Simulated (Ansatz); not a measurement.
# AgB: the cost of one run

Program: Ansatz 0.2.0. Level of theory: DFT PBE, scalar-relativistic, plane waves, PAW. These are calculated values, not measurements.

## Step 1: The system as given

The structure is hexagonal, space group P6/mmm (No. 191). The conventional cell has a = 2.950 Å, b = 2.950 Å, c = 3.764 Å, α = 90.00°, β = 90.00°, γ = 120.00°. Ag (site symmetry 6/mmm) is surrounded by 2 B at 1.88 Å. B (site symmetry 6/mmm) has 2 Ag at 1.88 Å as nearest neighbours.

Coordinates:

```cif
data_structure
_symmetry_space_group_name_H-M 'P 1'
_symmetry_Int_Tables_number 1
_cell_length_a 2.9505
_cell_length_b 2.9505
_cell_length_c 3.7637
_cell_angle_alpha 90.000
_cell_angle_beta 90.000
_cell_angle_gamma 120.000
_cell_volume 28.37
loop_
_atom_site_label
_atom_site_type_symbol
_atom_site_fract_x
_atom_site_fract_y
_atom_site_fract_z
_atom_site_occupancy
Ag1 Ag 0.00000 0.00000 0.00000 1
B1 B 0.00000 0.00000 0.50000 1
```

Recipe of the guess: random cell by space group and Wyckoff sites (P6/mmm, No. 191). Its size is a rough estimate.

## Step 2: A first look at the guess

Contents of input.yaml:

```yaml
crystal:
  lattice:
    - [2.95049127, 0.0, 0.0]
    - [-1.47524564, 2.55520039, 0.0]
    - [0.0, 0.0, 3.76368115]
  atoms:
    - { symbol: Ag, position: [0.0, 0.0, 0.0] }
    - { symbol: B, position: [0.0, 0.0, 0.5] }
basis:
  ecutwfc: 420
kpoints:
  mp_grid: { grid: [6, 6, 4] }
hamiltonian:
  xc: pbe
scf:
  occupations: { method: gaussian, width: 0.1 }
  lower_state_search: "off"
output:
  forces: true
  stress: true
  eigenvalues: true
```

Command:

```sh
$ ansatz run input.yaml --threads 1 --pin off --max-ram 2048MiB --backend cpu --events-out ev --progress --plain --runs-dir out
```

What time and memory should one allow on 1 thread of Arm Neoverse V1, shared host?

About 1.4 s, with a peak of 0.26 GiB.
